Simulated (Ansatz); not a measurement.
What does this script print? It uses the Ansatz DFT code, driven from Python.

The script reads `POSCAR`:
```text
Ta3Os
1.0
   0.00000000    3.22281843    3.22281843
   3.22281843    0.00000000    3.22281843
   3.22281843    3.22281843    0.00000000
Ta Os
3 1
Direct
   0.25000000    0.25000000    0.25000000
   0.75000000    0.75000000    0.75000000
   0.50000000    0.50000000    0.50000000
   0.00000000    0.00000000    0.00000000
```

Script `run_ecut.py`:
```python
"""Convergence of Ta3Os with the plane-wave cutoff."""

import warnings

import ansatz as az
from ase.io import read
import pandas as pd

XC = "LDA"
K_DENSITY = 3.8
FILLING = "methfessel_paxton"

warnings.simplefilter("ignore", az.DeckWarning)

atoms = read("POSCAR", format="vasp")
crystal = az.Crystal.from_ase(atoms)

model = (
    crystal.calculation()
    .functional(XC)
    .kpoints(density=K_DENSITY)
    .occupations(FILLING)
    .stress()
)

rows = []
for value in [250, 300, 350, 400]:
    rep = model.basis(value).run().report
    rows.append((value, rep["free_energy_ev"] / len(rep["lattice"]["sites"]), rep["n_iterations"], sum(rep["stress_gpa"][i][i] for i in range(3)) / 3, rep["n_pw"]))

table = pd.DataFrame(rows, columns=["cutoff (eV)", "F/atom (eV)", "iterations", "P (GPa)", "plane waves"])
print(table.round(5).to_string(index=False))

# the last row is the reference
for row in rows[:-1]:
    shift = 1000 * (row[1] - rows[-1][1])
    print(f"{row[0]}: {shift:+.2f} meV/atom" + ("  (within 5 meV)" if abs(shift) < 5 else ""))
```

Running `python run_ecut.py` prints:
```text
 cutoff (eV)  F/atom (eV)  iterations   P (GPa)  plane waves
         250 -10041.43175           6 -10.17371          609
         300 -10041.78233           6 -10.35385          749
         350 -10041.82240           6 -10.37846          965
         400 -10041.82661           6 -10.37316         1243
250: +394.86 meV/atom
300: +44.28 meV/atom
350: +4.21 meV/atom  (within 5 meV)
```

What to keep in mind:
- Spin is left out of this run.
- The mesh is modest for a metal, so energies can be off by several to tens of meV an atom and pressures by half a GPa or more; differences at equal mesh fare better.
- Pressure is positive in compression.
- Spin-orbit coupling, which matters for elements this heavy, is left out.
- This cell is a computed structure, which may not be the phase found in nature.
- Shifts are counted from the last row, which is itself no proven limit.
- The script silences the warnings on its input, which a real study should read.
- Hardware and time: 6.6 s on 1 thread of Intel(R) Xeon(R) Processor @ 2.30GHz, with other jobs on the host, peak memory 0.62 GiB.
